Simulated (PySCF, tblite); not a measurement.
# C₆H₉F₃: a rotation path, then NMR shifts on frames

How do NMR shifts of C₆H₉F₃ (`C/C(=C\F)CCC(F)F`) change as the atoms move?

The runs use tblite 0.8.0 and PySCF 2.14.0, with density-fitted response routines of our own; the level of theory stands in each step. All values are computed, except where a source is named. Atoms are numbered from 0 throughout.

### 1 The starting structure

18 atoms, charge 0, multiplicity 1; geometry from: GFN2-xTB.

Bonds of the start (Å): C0–C1 1.50, C1–C2 1.32, C2–F3 1.35, C1–C4 1.50, C4–C5 1.53, C5–C6 1.52, C6–F7 1.35, C6–F8 1.36, C0–H9 1.09, C0–H10 1.09, C0–H11 1.09, C2–H12 1.08, C4–H13 1.09, C4–H14 1.09, C5–H15 1.09, C5–H16 1.09, C6–H17 1.10.

### 2 The rotation path with GFN2-xTB

What the job is given:

```
{"job": {"kind": "neb", "xc": "GFN2-xTB", "basis": "xTB", "atoms": [4, 5, 6, 8], "turn": 120}, "charge": 0, "multiplicity": 1}
C     -1.754882     0.851453     0.250168
C     -0.992246    -0.395138    -0.073417
C     -1.243192    -1.552205     0.518492
F     -2.217946    -1.697953     1.435529
C      0.094265    -0.299195    -1.108794
C      1.246725     0.615879    -0.681480
C      1.925141     0.132996     0.590381
F      1.219620     0.480944     1.692781
F      3.141871     0.719510     0.729826
H     -2.662126     0.609782     0.796334
H     -2.015604     1.387584    -0.660343
H     -1.150388     1.506977     0.875465
H     -0.726258    -2.483005     0.336326
H      0.486762    -1.294513    -1.326198
H     -0.331660     0.104763    -2.030403
H      2.005659     0.642717    -1.465206
H      0.890079     1.632884    -0.512838
H      2.075420    -0.957161     0.621722
```

Level: GFN2-xTB climbing-image nudged elastic band, gas phase.

Run with:

```sh
$ OMP_NUM_THREADS=1 python probes_run.py task.json out
```

This one command runs all jobs of the session in turn.

What it wrote:

```text
image   E - E0 / eV
  0       0.0000
  1       0.0123
  2       0.0496
  3       0.1018
  4       0.1407
  5       0.1367
  6       0.0940
  7       0.0404
  8       0.0186
```

It took 9.5 s on 1 thread, shared host.

The final band, with the dihedral C4–C5–C6–F8:

```csv
image,dihedral (°),energy (eV),energy (kcal/mol)
0,163,0.000,0.0
1,176,0.012,0.3
2,191,0.050,1.1
3,206,0.102,2.3
4,225,0.141,3.2
5,240,0.137,3.2
6,257,0.094,2.2
7,275,0.040,0.9
8,290,0.019,0.4
```

### 3 NMR shieldings: image 0, PBE0/pcSseg-1

What the job is given:

```
{"job": {"kind": "nmr", "xc": "PBE0", "basis": "pcSseg-1", "pop": false}, "charge": 0, "multiplicity": 1}
C     -1.754900     0.851500     0.250200
C     -0.992200    -0.395100    -0.073400
C     -1.243200    -1.552200     0.518500
F     -2.217900    -1.698000     1.435500
C      0.094300    -0.299200    -1.108800
C      1.246700     0.615900    -0.681500
C      1.925100     0.133000     0.590400
F      1.219600     0.480900     1.692800
F      3.141900     0.719500     0.729800
H     -2.662100     0.609800     0.796300
H     -2.015600     1.387600    -0.660300
H     -1.150400     1.507000     0.875500
H     -0.726300    -2.483000     0.336300
H      0.486800    -1.294500    -1.326200
H     -0.331700     0.104800    -2.030400
H      2.005700     0.642700    -1.465200
H      0.890100     1.632900    -0.512800
H      2.075400    -0.957200     0.621700
```

Method: GIAO PBE0/pcSseg-1 NMR shielding, non-relativistic, gas phase.

What it wrote:

```text
coarse grid: 15360 points
cycle   1  E = -532.7682930543  dE =  1.119e+00  |g| = 7.886e-01  |ddm| = 3.651e+00
cycle   2  E = -532.6878486488  dE =  8.044e-02  |g| = 1.090e+00  |ddm| = 1.166e+00
cycle   3  E = -532.8757240114  dE = -1.879e-01  |g| = 7.782e-02  |ddm| = 6.845e-01
cycle   4  E = -532.8767764066  dE = -1.052e-03  |g| = 3.564e-02  |ddm| = 9.208e-02
cycle   5  E = -532.8770482942  dE = -2.719e-04  |g| = 1.058e-02  |ddm| = 3.323e-02
cycle   6  E = -532.8770684537  dE = -2.016e-05  |g| = 4.822e-03  |ddm| = 1.250e-02
cycle   7  E = -532.8770739307  dE = -5.477e-06  |g| = 5.519e-04  |ddm| = 4.375e-03
final grid: 150408 points
cycle   8  E = -532.9502830673  dE = -6.343e-05  |g| = 9.472e-03  |ddm| = 3.654e-02
cycle   9  E = -532.9502704324  dE =  1.263e-05  |g| = 1.273e-02  |ddm| = 1.717e-02
cycle  10  E = -532.9503033817  dE = -3.295e-05  |g| = 1.768e-03  |ddm| = 1.005e-02
cycle  11  E = -532.9503039711  dE = -5.894e-07  |g| = 3.763e-04  |ddm| = 1.765e-03
cycle  12  E = -532.9503039967  dE = -2.560e-08  |g| = 1.858e-04  |ddm| = 4.135e-04
cycle  13  E = -532.9503040038  dE = -7.092e-09  |g| = 2.651e-05  |ddm| = 1.571e-04
cycle  14  E = -532.9503040039  dE = -1.455e-10  |g| = 6.975e-06  |ddm| = 2.642e-05
converged SCF energy = -532.9503040039

GIAO shielding tensors (ppm)
atom      isotropic    diamagn.    paramagn.     s11        s22        s33       span
  0 C      172.966     245.570     -72.605    154.706    176.366    187.825     33.119
  1 C       62.229     263.756    -201.527    -43.078     72.102    157.663    200.741
  2 C       33.730     249.462    -215.731    -54.246     71.595     83.841    138.087
  3 F      302.163     471.915    -169.751    214.241    295.231    397.018    182.777
  4 C      154.710     247.256     -92.546    143.767    153.112    167.251     23.484
  5 C      151.679     251.277     -99.598    133.329    149.367    172.342     39.014
  6 C       61.750     240.957    -179.206     42.949     65.684     76.618     33.669
  7 F      304.914     475.823    -170.909    212.815    330.758    371.171    158.356
  8 F      299.014     468.793    -169.779    186.716    328.609    381.717    195.002
  9 H       29.020      29.209      -0.189     23.933     28.503     34.623     10.690
 10 H       30.644      29.280       1.363     26.213     28.540     37.177     10.964
 11 H       29.859      30.032      -0.173     24.807     29.601     35.170     10.363
 12 H       24.884      31.445      -6.562     21.959     24.034     28.658      6.699
 13 H       29.750      32.365      -2.615     25.508     28.929     34.815      9.307
 14 H       29.551      30.791      -1.239     25.240     27.771     35.643     10.403
 15 H       29.934      29.967      -0.033     25.079     29.031     35.692     10.613
 16 H       29.522      31.426      -1.904     26.473     29.509     32.585      6.112
 17 H       25.882      29.428      -3.546     23.055     26.287     28.302      5.247
```

It took 97 s on 1 thread, shared host.

Shifts follow as δ = σ(reference) − σ, with reference shieldings (ppm) from runs at the same level and on the same kind of geometry: 1H TMS 31.72, 13C TMS 186.9, 19F CFCl3 170.9. The references are single molecules in the gas phase, so shifts against H2O, NH3, PH3, H3PO4 or CFCl3 are not on the usual liquid scales and can be off by tens of ppm. Each atom is listed at this fixed geometry, with no averaging over motion; a spectrum would average atoms that exchange fast.

```csv
atoms,environment,σ (ppm),δ (ppm)
C2,alkene CH,33.7,153.2
C6,sp3 CH bonded to 2 F,61.8,125.2
C1,fully substituted alkene carbon,62.2,124.7
C5,sp3 CH2,151.7,35.2
C4,allylic sp3 CH2,154.7,32.2
C0,allylic methyl carbon,173.0,14.0
H12,hydrogen on an alkene CH,24.88,6.83
H17,hydrogen on an sp3 CH bonded to 2 F,25.88,5.84
H9,hydrogen on an allylic methyl carbon,29.02,2.70
H16,hydrogen on an sp3 CH2,29.52,2.19
H14,hydrogen on an allylic sp3 CH2,29.55,2.17
H13,hydrogen on an allylic sp3 CH2,29.75,1.97
H11,hydrogen on an allylic methyl carbon,29.86,1.86
H15,hydrogen on an sp3 CH2,29.93,1.78
H10,hydrogen on an allylic methyl carbon,30.64,1.07
F8,fluorine of a CF2 group,299.0,-128.1
F3,vinylic fluorine,302.2,-131.2
F7,fluorine of a CF2 group,304.9,-134.0
```

### 4 Shielding tensors: image 2, PBE0/pcSseg-1

What the job is given:

```
{"job": {"kind": "nmr", "xc": "PBE0", "basis": "pcSseg-1", "pop": false}, "charge": 0, "multiplicity": 1}
C     -1.726500     0.901700     0.234900
C     -1.018200    -0.383900    -0.062900
C     -1.323500    -1.516400     0.548600
F     -2.306000    -1.601800     1.464400
C      0.086500    -0.352000    -1.084200
C      1.237800     0.578500    -0.684500
C      1.996900     0.113300     0.551300
F      1.181400    -0.140600     1.600100
F      2.833800     1.097800     0.972900
H     -2.633800     0.710200     0.799900
H     -1.981100     1.426300    -0.684500
H     -1.089400     1.548800     0.836300
H     -0.839900    -2.468300     0.388900
H      0.471600    -1.359400    -1.255600
H     -0.321300     0.019300    -2.027900
H      1.959900     0.638400    -1.500500
H      0.854400     1.580900    -0.490700
H      2.608600    -0.786500     0.381800
```

Level: GIAO PBE0/pcSseg-1 NMR shielding, non-relativistic, gas phase.

What it wrote:

```text
coarse grid: 15360 points
cycle   1  E = -532.7652947169  dE =  1.121e+00  |g| = 7.896e-01  |ddm| = 3.648e+00
cycle   2  E = -532.6847739681  dE =  8.052e-02  |g| = 1.092e+00  |ddm| = 1.168e+00
cycle   3  E = -532.8731561763  dE = -1.884e-01  |g| = 7.812e-02  |ddm| = 6.804e-01
cycle   4  E = -532.8741992030  dE = -1.043e-03  |g| = 3.610e-02  |ddm| = 9.311e-02
cycle   5  E = -532.8744736671  dE = -2.745e-04  |g| = 1.117e-02  |ddm| = 3.423e-02
cycle   6  E = -532.8744968404  dE = -2.317e-05  |g| = 4.843e-03  |ddm| = 1.306e-02
cycle   7  E = -532.8745023558  dE = -5.515e-06  |g| = 5.357e-04  |ddm| = 4.359e-03
final grid: 150408 points
cycle   8  E = -532.9480382090  dE = -6.186e-05  |g| = 9.274e-03  |ddm| = 3.537e-02
cycle   9  E = -532.9480265126  dE =  1.170e-05  |g| = 1.238e-02  |ddm| = 1.674e-02
cycle  10  E = -532.9480577120  dE = -3.120e-05  |g| = 1.734e-03  |ddm| = 9.743e-03
cycle  11  E = -532.9480582750  dE = -5.630e-07  |g| = 3.641e-04  |ddm| = 1.743e-03
cycle  12  E = -532.9480582985  dE = -2.352e-08  |g| = 1.852e-04  |ddm| = 3.975e-04
cycle  13  E = -532.9480583056  dE = -7.150e-09  |g| = 2.443e-05  |ddm| = 1.561e-04
cycle  14  E = -532.9480583058  dE = -1.207e-10  |g| = 6.727e-06  |ddm| = 2.417e-05
converged SCF energy = -532.9480583058

GIAO shielding tensors (ppm)
atom      isotropic    diamagn.    paramagn.     s11        s22        s33       span
  0 C      173.209     245.595     -72.386    155.549    176.461    187.617     32.068
  1 C       63.072     263.405    -200.333    -42.381     74.744    156.852    199.233
  2 C       32.492     249.039    -216.547    -56.704     71.696     82.484    139.188
  3 F      302.594     471.896    -169.302    215.184    294.676    397.922    182.739
  4 C      156.168     247.229     -91.061    143.536    154.113    170.856     27.321
  5 C      152.640     252.137     -99.496    135.992    150.264    171.665     35.672
  6 C       63.227     237.208    -173.982     41.730     67.094     80.857     39.126
  7 F      304.765     477.681    -172.917    212.828    313.035    388.430    175.602
  8 F      295.649     470.050    -174.401    189.871    335.007    362.068    172.197
  9 H       28.977      29.202      -0.225     23.892     28.517     34.522     10.629
 10 H       30.607      29.206       1.401     26.193     28.391     37.236     11.042
 11 H       29.888      30.172      -0.284     24.949     29.552     35.162     10.213
 12 H       24.965      31.330      -6.365     22.139     23.910     28.846      6.708
 13 H       29.684      32.341      -2.657     25.660     28.766     34.627      8.967
 14 H       29.558      30.804      -1.246     24.932     27.880     35.862     10.930
 15 H       29.983      29.994      -0.011     25.587     28.585     35.777     10.190
 16 H       29.531      31.911      -2.380     25.860     29.990     32.742      6.882
 17 H       25.692      28.069      -2.377     23.105     24.697     29.274      6.169
```

Wall time 93 s (1 thread, shared host).

This run: δ C2 154.4, C1 123.9, C6 123.7, C5 34.3, H12 6.75, H17 6.02 ppm.

(Part 1 of 2 ends here.)
